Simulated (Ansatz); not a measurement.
# CH₄Ge (quintet): wave-function methods side by side, cc-pVDZ

An exercise on one series of results from a longer session: the logs are not shown, and one member is left open.

The runs use Ansatz 0.2.0, Gaussian basis; cc-pVDZ, core rule «outside noble gas», up to 15 orbitals frozen.

The runs, in order: UHF; CCSD(T) on ROHF; CCSD(T) on UHF; BCCD(T) on ROHF; CISD; CCSDT(Q) on ROHF; CCSDT(Q) on UHF.

16 further runs of the same task are left out: 5 that didn't finish, 11 set aside as unsound or not needed.

## What is computed

The geometry is a PBE0/def2-TZVP stationary point (not a proven minimum) of the parent state, kept for this charge and spin. No spin-orbit coupling is included. The filled d shell of Ge may be among the frozen orbitals whatever the setting's name suggests; the logs give the count.

6 atoms, charge 0, spin multiplicity 5.

Atoms are counted from 1 here; the program's logs count them from 0.

Bond lengths: Ge1–C2 1.900 Å, Ge1–H3 1.541 Å, Ge1–H4 1.538 Å, Ge1–H5 1.538 Å, C2–H6 1.082 Å. Angles: C2–Ge1–H3 109.8°, C2–Ge1–H4 109.6°, C2–Ge1–H5 109.6°, H3–Ge1–H4 109.4°, H3–Ge1–H5 109.4°, H4–Ge1–H5 109.0°, Ge1–C2–H6 147.0°.

Coordinates:

| atom | x (Å) | y (Å) | z (Å) |
| --- | --- | --- | --- |
| Ge1 | 0.0000 | 0.0107 | 0.2714 |
| C2 | 0.0000 | -0.1101 | -1.6244 |
| H3 | 0.0000 | 1.4904 | 0.7010 |
| H4 | 1.2516 | -0.6845 | 0.8323 |
| H5 | -1.2516 | -0.6845 | 0.8323 |
| H6 | 0.0000 | 0.4197 | -2.5678 |

Set-up of the first run:

Input file in.yaml:

```yaml
crystal:
  periodic: [false, false, false]
  atoms:
    - {symbol: Ge, position_ang: [0.000000, 0.010692, 0.271396]}
    - {symbol: C, position_ang: [0.000000, -0.110084, -1.624423]}
    - {symbol: H, position_ang: [0.000001, 1.490409, 0.700986]}
    - {symbol: H, position_ang: [1.251558, -0.684470, 0.832348]}
    - {symbol: H, position_ang: [-1.251558, -0.684469, 0.832348]}
    - {symbol: H, position_ang: [0.000000, 0.419749, -2.567788]}
basis:
  gaussian: {orbitals: cc-pVDZ}
magnetization: {spin_polarized: true, initial_magnetization: 4}
hamiltonian: {xc: hf}
output: {orbitals: {seedname: orbitals}}
```

Launch:

```
$ ansatz run in.yaml --threads 1 --pin off --events-out ev --progress --plain --max-ram 2393MiB
```

Among the steps run: UHF; CCSD(T) on ROHF; CCSD(T) on UHF; BCCD(T) on ROHF; CISD; CCSDT(Q) on ROHF; CCSDT(Q) on UHF.

One table of the session follows, with a row left open; its other results are not shown here.

| method | from RCCSDT(Q) (meV) |
| --- | --- |
| ROHF | +6342.5 |
| UHF | +6101.1 |
| RMP2 | +1353.9 |
| UMP2 | +1353.3 |
| RCCSD | +265.5 |
| UCCSD | +256.3 |
| RCCSD(T) | +95.4 |
| UCCSD(T) | +91.0 |
| BCCD(T) | ? |
| RCCSDT | +18.2 |
| UCCSDT | +15.7 |
| RCCSDT(Q) | 0 |
| UCCSDT(Q) | -3.0 |

Estimate the missing values for BCCD(T).

The run gave: from RCCSDT(Q) (meV): +93.9. In the column «from RCCSDT(Q) (meV)» it lies between UCCSD(T) (+91.0) and RCCSD(T) (+95.4).

Not comparable, so not listed: CISD (they don't share determinant, frozen orbitals or solution with the rows shown, or repeat one).

To keep in mind: Restricted and unrestricted rows rest on different reference determinants; where their highest levels disagree by more than a few hundredths of an eV, they describe different states and don't form one ladder.
